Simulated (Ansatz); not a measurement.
# NbSi: relaxation of cell and atoms with r2SCAN+U

NbSi:

```xyz
2
Lattice="3.1564 0.0000 0.0000 0.0000 3.1564 0.0000 0.0000 0.0000 3.1564" Properties=species:S:1:pos:R:3 pbc="T T T"
Nb    0.0000    0.0000    0.0000
Si    1.5782    1.5782    1.5782
```

The cell was built by a generator and needn't be a form met in nature.

- Program: Ansatz 0.2.0
- Task: relaxation of cell and atoms
- Functional: r2SCAN
- Potentials or basis: Ansatz PAW
- Cutoff: 500 eV (not typed: the program's choice for these potentials)
- k mesh: 8 × 8 × 8
- Occupations: fermi-dirac, width 0.05 eV
- Spin: no spin polarisation
- Hubbard terms: Nb d U = 2 eV
- Hubbard projectors: ortho-atomic (the default)
- Double counting: fll (the default)

```json
{
 "Relaxed volume": "15.63 Å³/atom",
 "Relaxed cell": "a = 3.150 Å, b = 3.150 Å, c = 3.150 Å, α = 90.00°, β = 90.00°, γ = 90.00°",
 "Space group after relaxing (to 0.05 Å)": "Pm-3m (No. 221)",
 "Energy gained by relaxing": "0.3 meV/atom",
 "Ionic steps": "3",
 "Pressure after relaxing": "0.0 GPa",
 "Band gap on the k mesh": "none (metal or under the smearing width)"
}
```

Step by step:
| step | energy change (eV) | largest force (eV/Å) | volume (Å³) |
| --- | --- | --- | --- |
| 1 | 0.0000 | 0.0000 | 31.45 |
| 2 | -0.0007 | 0.0000 | 31.26 |
| 3 | -0.0007 | 0.0000 | 31.26 |

Final structure:
```cif
data_structure
_symmetry_space_group_name_H-M 'P 1'
_symmetry_Int_Tables_number 1
_cell_length_a 3.1500
_cell_length_b 3.1500
_cell_length_c 3.1500
_cell_angle_alpha 90.000
_cell_angle_beta 90.000
_cell_angle_gamma 90.000
_cell_volume 31.26
loop_
_atom_site_label
_atom_site_type_symbol
_atom_site_fract_x
_atom_site_fract_y
_atom_site_fract_z
_atom_site_occupancy
Nb1 Nb 0.00000 0.00000 0.00000 1
Si1 Si 0.50000 0.50000 0.50000 1
```

Levels at points of the mesh, in eV from the Fermi level:
| k point | band 5 | band 6 | band 7 | band 8 | band 9 | band 10 | band 11 | band 12 |
| --- | --- | --- | --- | --- | --- | --- | --- | --- |
| (0.00, 0.00, 0.00) | -11.89 | -3.10 | -3.10 | 2.50 | 2.50 | 2.50 | 2.57 | 2.57 |
| (0.00, 0.00, -0.50) | -8.59 | -6.89 | -1.86 | -1.04 | -1.04 | 3.06 | 4.22 | 5.41 |
| (0.00, -0.50, -0.50) | -8.43 | -3.32 | -3.32 | -2.54 | 0.50 | 0.50 | 4.14 | 4.92 |
| (-0.50, -0.50, -0.50) | -5.43 | -5.43 | -5.43 | -4.05 | 3.86 | 3.86 | 3.86 | 4.29 |

Eigenvalues of the final occupation matrices:
```csv
site,spin,trace,eigenvalues
site 1,1,2.23,0.38 0.38 0.38 0.54 0.54
```

Run time: 5.5 s on 2 threads of Arm Neoverse V2 (shared host), peak memory 0.37 GiB.

Caveat: the plane-wave basis is chosen anew once the cell has moved, so the energies of steps on either side of that aren't comparable; U without spin polarisation on a metal has little footing; the PAW data sets come from PBE, with cores solved anew for the run's functional, which leaves a small shift of forces and pressure; the U is typed as a test and isn't derived for this compound.
